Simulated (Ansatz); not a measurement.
**C4H13BSi: how energies converge with the basis set**

One table from this session's results is given with a row withheld; the runs are named, their logs left out.

The runs use Ansatz 0.2.0, Gaussian basis; one geometry, several basis sets.

The runs, in order: PBE0-D4/def2-SVP; ωB97M-V/def2-SVP; PBE0-D4/def2-QZVPP; ωB97M-V/def2-QZVPP; the functionals' def2-TZVPP values are taken from earlier runs.

1 further run of the same task is left out (it didn't finish).

### The relaxed structure

The geometry comes from an earlier relaxation with PBE0-D4 in a triple-zeta def2 set; it is a stationary point, not always the lowest conformer.

SMILES `BC[Si](C)(C)C`, 19 atoms, charge 0, spin multiplicity 1.

Atoms are counted from 1 here; the program's logs count them from 0.

Bond lengths: B1–C2 1.525 Å, B1–H7 1.200 Å, B1–H8 1.200 Å, C2–Si3 1.911 Å, C2–H9 1.095 Å, C2–H10 1.095 Å, Si3–C4 1.872 Å, Si3–C5 1.872 Å, Si3–C6 1.873 Å, C4–H11 1.093 Å, C4–H12 1.094 Å, C4–H13 1.093 Å, C5–H14 1.093 Å, C5–H15 1.093 Å, C5–H16 1.094 Å, C6–H17 1.093 Å, C6–H18 1.094 Å, C6–H19 1.093 Å. Angles: C2–B1–H7 120.9°, C2–B1–H8 121.0°, H7–B1–H8 118.0°, B1–C2–Si3 107.7°, B1–C2–H9 115.0°, B1–C2–H10 115.0°, Si3–C2–H9 103.7°, Si3–C2–H10 103.7°, H9–C2–H10 110.4°, C2–Si3–C4 109.9°, C2–Si3–C5 109.9°, C2–Si3–C6 107.3°, C4–Si3–C5 110.1°, C4–Si3–C6 109.7°, C5–Si3–C6 109.7°, Si3–C4–H11 111.5°, Si3–C4–H12 110.7°, Si3–C4–H13 111.1° and more.

The first run:

in.yaml

```yaml
crystal:
  periodic: [false, false, false]
  atoms:
    - {symbol: B, position_ang: [1.397487, 0.584731, -1.906513]}
    - {symbol: C, position_ang: [1.264414, 0.967733, -0.436372]}
    - {symbol: Si, position_ang: [-0.174562, -0.051149, 0.300158]}
    - {symbol: C, position_ang: [0.206011, -1.879659, 0.168523]}
    - {symbol: C, position_ang: [-1.765266, 0.343369, -0.605173]}
    - {symbol: C, position_ang: [-0.336180, 0.433008, 2.102541]}
    - {symbol: H, position_ang: [0.764532, 1.154022, -2.752090]}
    - {symbol: H, position_ang: [2.078485, -0.344012, -2.243404]}
    - {symbol: H, position_ang: [0.967976, 2.005589, -0.253218]}
    - {symbol: H, position_ang: [2.120034, 0.699307, 0.191688]}
    - {symbol: H, position_ang: [0.271661, -2.200494, -0.874151]}
    - {symbol: H, position_ang: [-0.573283, -2.473355, 0.654372]}
    - {symbol: H, position_ang: [1.157786, -2.120048, 0.649728]}
    - {symbol: H, position_ang: [-1.974610, 1.416223, -0.585921]}
    - {symbol: H, position_ang: [-1.716995, 0.034147, -1.652315]}
    - {symbol: H, position_ang: [-2.612001, -0.170596, -0.141799]}
    - {symbol: H, position_ang: [0.583683, 0.220354, 2.653264]}
    - {symbol: H, position_ang: [-1.148742, -0.122804, 2.579125]}
    - {symbol: H, position_ang: [-0.552328, 1.499235, 2.207956]}
basis:
  gaussian: {orbitals: def2-SVP}
hamiltonian: {xc: pbe0, dispersion: d4}
output: {orbitals: {seedname: orbitals}}
```

On the command line:

```console
$ ansatz run in.yaml --threads 4 --pin off --events-out ev --progress --plain --max-ram 11315MiB
```

Steps of the session up to this table: PBE0-D4 in def2-SVP; ωB97M-V in def2-SVP; PBE0-D4 in def2-QZVPP; ωB97M-V in def2-QZVPP.

One of the session's tables, all rows but one given; the rest of the session is left out.

It belongs to the step «Density functionals: the series». 

| functional | basis | HOMO (eV) |
| --- | --- | --- |
| PBE0-D4 | def2-SVP | -8.26 |
| PBE0-D4 | def2-TZVPP | ? |
| PBE0-D4 | def2-QZVPP | -8.28 |
| ωB97M-V | def2-SVP | -10.47 |
| ωB97M-V | def2-TZVPP | -10.49 |
| ωB97M-V | def2-QZVPP | -10.49 |

Estimate the missing values for PBE0-D4, def2-TZVPP.

**Answer.** HOMO (eV): -8.27. In the column «HOMO (eV)» it lies between PBE0-D4, def2-QZVPP (-8.28) and PBE0-D4, def2-SVP (-8.26).
